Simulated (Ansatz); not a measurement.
# ZrF+ (triplet): wave-function methods side by side, def2-SVP

The task here is to estimate one member of a computed series from the others.

Method: def2-SVP, core rule «outside noble gas», up to 5 orbitals frozen; program: Ansatz 0.2.0, Gaussian basis.

To be run: UHF; CCSD(T) on ROHF; CCSD(T) on UHF; CISD as a restricted active space (open shells left free, so some higher excitations enter); CCSDT(Q) on ROHF; CCSDT(Q) on UHF.

17 further runs of the same task are left out: 8 for a known fault of the program, 3 that didn't finish, 6 set aside as unsound or not needed. Runs told in other sessions of the task aren't counted.

### The system

The geometry is a PBE0/def2-TZVP stationary point (not a proven minimum). No spin-orbit coupling is included. Elements past krypton take def2 core potentials.

2 atoms, charge 1, spin multiplicity 3.

Atoms are counted from 1 here; the program's logs count them from 0.

Bond lengths: Zr1–F2 1.817 Å.

The first run:

in.yaml

```yaml
crystal:
  periodic: [false, false, false]
  atoms:
    - {symbol: Zr, position_ang: [0.000000, 0.000000, 0.000000]}
    - {symbol: F, position_ang: [0.000000, 0.000000, 1.817200]}
basis:
  gaussian: {orbitals: def2-SVP}
total_charge: 1
magnetization: {spin_polarized: true, initial_magnetization: 2}
hamiltonian: {xc: hf}
output: {orbitals: {seedname: orbitals}}
```

On the command line:

```console
$ ansatz run in.yaml --threads 1 --pin off --events-out ev --progress --plain --max-ram 2393MiB
```

Steps of the session up to this table: UHF; CCSD(T) on ROHF; CCSD(T) on UHF; CISD as a restricted active space (open shells left free, so some higher excitations enter); CCSDT(Q) on ROHF; CCSDT(Q) on UHF.

One table of the session follows, with a row left open; its other results are not shown here.

```
   method  from RCCSDT(Q) (kcal/mol)
     ROHF                    +148.43
      UHF                    +146.51
     RMP2                      +4.21
     UMP2                      +2.51
    RCCSD                      +4.43
    UCCSD                      +2.87
 RCCSD(T)                      +0.30
 UCCSD(T)                          ?
   RCCSDT                      +0.11
   UCCSDT                      -1.43
RCCSDT(Q)                          0
UCCSDT(Q)                      -1.87
```

Q: Estimate the row for UCCSD(T) from the others.

As computed: from RCCSDT(Q) (kcal/mol): -1.25. In the column «from RCCSDT(Q) (kcal/mol)» it lies between UCCSDT (-1.43) and RCCSDT(Q) (0).

Not comparable, so not listed: CISD as a restricted active space (open shells left free, so some higher excitations enter) (they don't share determinant, frozen orbitals or solution with the rows shown, or repeat one).

To keep in mind: Restricted and unrestricted rows rest on different reference determinants; a gap between their highest levels can come from leftover correlation error, from unlike frozen cores or from another state.
